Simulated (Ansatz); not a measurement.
# CrH4N2O2: one species, many methods

An exercise on one series of results from a longer session: the logs are not shown, and one member is left open.

Computed with Ansatz 0.2.0, Gaussian basis. Level: functionals in def2-TZVPP, the program's frozen cores in correlated methods.

Levels to be run: LDA (SPW92), PBE-D4, revPBE-D4, BLYP-D4, r2SCAN-D4, B97M-V, PBE0-D4, B3LYP-D4, r2SCANh-D4, r2SCAN0-D4, HSE06-D4, BHLYP-D4, CAM-B3LYP-D4, LC-ωPBE, ωB97X-V, ωB97M-V, B2PLYP, PBE-QIDH; CCSD(T)/def2-SVP; CCSD(T)/def2-TZVPP; MP2/def2-QZVPP; extrapolation to the limit; RPA on PBE.

### Structure used throughout

The geometry comes from an earlier relaxation with PBE0-D4 in a triple-zeta def2 set; it is a stationary point, not always the lowest conformer.

SMILES `[NH2][Cr]([NH2])(=[O])=[O]`, 9 atoms, charge 0, spin multiplicity 1.

Atoms are counted from 1 here; the program's logs count them from 0.

Bond lengths: N1–Cr2 1.800 Å, N1–H6 1.008 Å, N1–H7 1.008 Å, Cr2–N3 1.800 Å, Cr2–O4 1.551 Å, Cr2–O5 1.551 Å, N3–H8 1.008 Å, N3–H9 1.008 Å. Angles: Cr2–N1–H6 122.0°, Cr2–N1–H7 122.0°, H6–N1–H7 113.3°, N1–Cr2–N3 111.2°, N1–Cr2–O4 107.6°, N1–Cr2–O5 107.6°, N3–Cr2–O4 107.6°, N3–Cr2–O5 107.6°, O4–Cr2–O5 115.1°, Cr2–N3–H8 122.0°, Cr2–N3–H9 122.0°, H8–N3–H9 113.3°.

The first run:

The input, in.yaml:

```yaml
crystal:
  periodic: [false, false, false]
  atoms:
    - {symbol: N, position_ang: [-1.140374, 0.898382, -0.544605]}
    - {symbol: Cr, position_ang: [0.410225, -0.005265, -0.401108]}
    - {symbol: N, position_ang: [0.506993, -0.890226, 1.163838]}
    - {symbol: O, position_ang: [0.447866, -1.057704, -1.539396]}
    - {symbol: O, position_ang: [1.562802, 1.031877, -0.426510]}
    - {symbol: H, position_ang: [-1.201788, 1.887030, -0.359420]}
    - {symbol: H, position_ang: [-1.919037, 0.542470, -1.076115]}
    - {symbol: H, position_ang: [1.025659, -0.531015, 1.949620]}
    - {symbol: H, position_ang: [0.307644, -1.875557, 1.233686]}
basis:
  gaussian: {orbitals: def2-TZVPP}
hamiltonian: {xc: lda}
output: {orbitals: {seedname: orbitals}}
```

The run is started by

```console
> ansatz run in.yaml --threads 4 --pin off --events-out ev --progress --plain --max-ram 10444MiB
```

Steps of the session up to this table: LDA; PBE-D4 (GGA); revPBE-D4 (GGA); BLYP-D4 (GGA); r2SCAN-D4 (meta-GGA); B97M-V (meta-GGA); B3LYP-D4 (hybrid); r2SCANh-D4 (hybrid); r2SCAN0-D4 (hybrid); HSE06-D4 (hybrid); BHLYP-D4 (hybrid); CAM-B3LYP-D4 (range-separated); LC-ωPBE (range-separated); ωB97X-V (range-separated); ωB97M-V (range-separated); B2PLYP (double hybrid); PBE-QIDH (double hybrid).

One table of the session follows, with a row left open; its other results are not shown here.

It belongs to the step «Orbital energies across the functionals». 

```
  functional  HOMO (eV)  LUMO (eV)  gap (eV)
 LDA (SPW92)      -6.25      -3.96      2.29
      PBE-D4      -6.04      -3.72      2.33
   revPBE-D4      -5.97      -3.63      2.34
     BLYP-D4      -5.94      -3.64      2.30
   r2SCAN-D4      -6.33      -3.75      2.58
      B97M-V      -6.38      -3.74      2.64
     PBE0-D4      -7.35      -2.85      4.50
    B3LYP-D4      -7.15      -3.12      4.02
  r2SCANh-D4      -6.82      -3.41      3.42
  r2SCAN0-D4      -7.57      -2.87      4.70
    HSE06-D4      -6.95      -3.23      3.72
    BHLYP-D4      -8.61      -1.98      6.63
CAM-B3LYP-D4      -8.70      -1.78      6.92
     LC-ωPBE      -9.99      -0.65      9.34
     ωB97X-V          ?          ?         ?
     ωB97M-V      -9.56      -0.68      8.88
```

Estimate the missing values for ωB97X-V.

As computed: HOMO (eV): -9.63; LUMO (eV): -0.68; gap (eV): 8.96. In the column «HOMO (eV)» it lies between LC-ωPBE (-9.99) and ωB97M-V (-9.56).
